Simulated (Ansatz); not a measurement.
# CoO: the cost of one run

Computed with Ansatz 0.2.0 (DFT PBEsol+U (U_eff = 7 eV on Co d), plane waves, PAW, unless a step's input says otherwise).

3 further runs of the same task are left out: 3 that didn't finish.

## (1) The structure to begin with

The structure is tetragonal, space group I4/mmm (No. 139). The conventional cell has a = 3.016 Å, b = 3.016 Å, c = 4.215 Å, α = 90.00°, β = 90.00°, γ = 90.00°. Co (site symmetry 4/mmm) is surrounded by 6 O at 2.11 to 2.13 Å. O (site symmetry 4/mmm) is surrounded by 6 Co at 2.11 to 2.13 Å.

As a file:

```
Co O
1.0
     0.00000    3.01600    0.00000
     3.01600    0.00000    0.00000
     3.01600    3.01600   -4.21450
Co O
2 2
Direct
  0.00000 0.00000 0.00000
  0.00000 0.00000 0.50000
  0.50000 0.50000 0.50000
  0.50000 0.50000 0.00000
```

Magnetic order typed: antiferromagnetic, doubled cell 1/2 1/2 1/2.

## (2) From atoms, symmetry kept, no search

File input.yaml:

```yaml
crystal:
  lattice:
    - [0.0, 3.01600088, 0.0]
    - [3.01600088, 0.0, 0.0]
    - [3.01600088, 3.01600088, -4.21450072]
  atoms:
    - { symbol: Co, position: [0.0, 0.0, 0.0], spin: 3.0 }
    - { symbol: O, position: [0.5, 0.5, 0.5] }
    - { symbol: Co, position: [0.0, 0.0, 0.5], spin: -3.0 }
    - { symbol: O, position: [0.5, 0.5, 0.0] }
basis:
  ecutwfc: 420
  ecutrho_ratio: 4
kpoints:
  mp_grid: { grid: [8, 8, 8] }
hamiltonian:
  xc: pbesol
  hubbard:
    sites: [{ site: 0, l: d, u_eff: 7.0 }, { site: 2, l: d, u_eff: 7.0 }]
scf:
  occupations: { method: gaussian, width: 0.05 }
  lower_state_search: "off"
  max_iter: 150
output:
  forces: true
  stress: true
  eigenvalues: true
  populations: true
  hubbard: { sites: [{ site: 0, l: d }, { site: 2, l: d }] }
magnetization:
  spin_polarized: true
```

Started as:

```
$ ansatz run input.yaml --threads 2 --pin off --max-ram 3072MiB --backend cpu --events-out ev --progress --plain --runs-dir out
```

**Question.** How long does this run take on 2 threads of Arm Neoverse V1, shared host, and how much memory does it need?

About 12 s, with a peak of 0.47 GiB.
